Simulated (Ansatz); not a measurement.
# AlGeF+ (quartet): the correlation ladder, cc-pVDZ

One table from this session's results is given with a row withheld; the runs are named, their logs left out.

Method: cc-pVDZ, core rule «outside noble gas», up to 20 orbitals frozen; program: Ansatz 0.2.0, Gaussian basis.

The runs, in order: UHF; CCSD(T) on ROHF; CCSD(T) on UHF; BCCD(T) on ROHF; CISD as a restricted active space (open shells left free, so some higher excitations enter); CCSDT(Q) on ROHF; CCSDT(Q) on UHF.

37 further runs of the same task are left out: 10 for a known fault of the program, 13 that didn't finish, 14 set aside as unsound or not needed. Runs told in other sessions of the task aren't counted.

## The system

The geometry is a PBE0/def2-TZVP stationary point (not a proven minimum) of the parent state, kept for this charge and spin. No spin-orbit coupling is included. The filled d shell of Ge may be among the frozen orbitals whatever the setting's name suggests.

3 atoms, charge 1, spin multiplicity 4.

Atoms are counted from 1 here; the program's logs count them from 0.

Bond lengths: F1–Al2 1.648 Å, Al2–Ge3 2.413 Å. Angles: F1–Al2–Ge3 180.0°.

As a file:

```xyz
3
charge 1, multiplicity 4
F     0.00000    0.00000   -1.90310
Al    0.00000    0.00000   -0.25490
Ge    0.00000    0.00000    2.15800
```

Set-up of the first run:

in.yaml reads:

```yaml
crystal:
  periodic: [false, false, false]
  atoms:
    - {symbol: F, position_ang: [0.000000, 0.000000, -1.903100]}
    - {symbol: Al, position_ang: [0.000000, 0.000000, -0.254900]}
    - {symbol: Ge, position_ang: [0.000000, 0.000000, 2.158000]}
basis:
  gaussian: {orbitals: cc-pVDZ}
total_charge: 1
magnetization: {spin_polarized: true, initial_magnetization: 3}
hamiltonian: {xc: hf}
output: {orbitals: {seedname: orbitals}}
```

Launch:

```
$ ansatz run in.yaml --threads 1 --pin off --events-out ev --progress --plain --max-ram 2393MiB
```

Among the steps run: UHF; CCSD(T) on ROHF; CCSD(T) on UHF; BCCD(T) on ROHF; CISD as a restricted active space (open shells left free, so some higher excitations enter); CCSDT(Q) on ROHF; CCSDT(Q) on UHF.

One of the session's tables, all rows but one given; the rest of the session is left out.

| method | from UCCSDT(Q) (kcal/mol) |
| --- | --- |
| ROHF | +187.48 |
| UHF | +185.35 |
| RMP2 | +16.19 |
| UMP2 | ? |
| CISD | +20.41 |
| RCCSD | +6.08 |
| UCCSD | +5.71 |
| RCCSD(T) | +1.54 |
| UCCSD(T) | +1.21 |
| BCCD(T) | +1.43 |
| RCCSDT | +0.82 |
| UCCSDT | +0.48 |
| RCCSDT(Q) | +0.43 |
| UCCSDT(Q) | 0 |

**Question.** Estimate the row for UMP2.

**Answer.** from UCCSDT(Q) (kcal/mol): +16.26. In the column «from UCCSDT(Q) (kcal/mol)» it lies between RMP2 (+16.19) and CISD (+20.41).

To keep in mind: Restricted and unrestricted rows rest on different reference determinants; a gap between their highest levels can come from leftover correlation error, from unlike frozen cores or from another state.
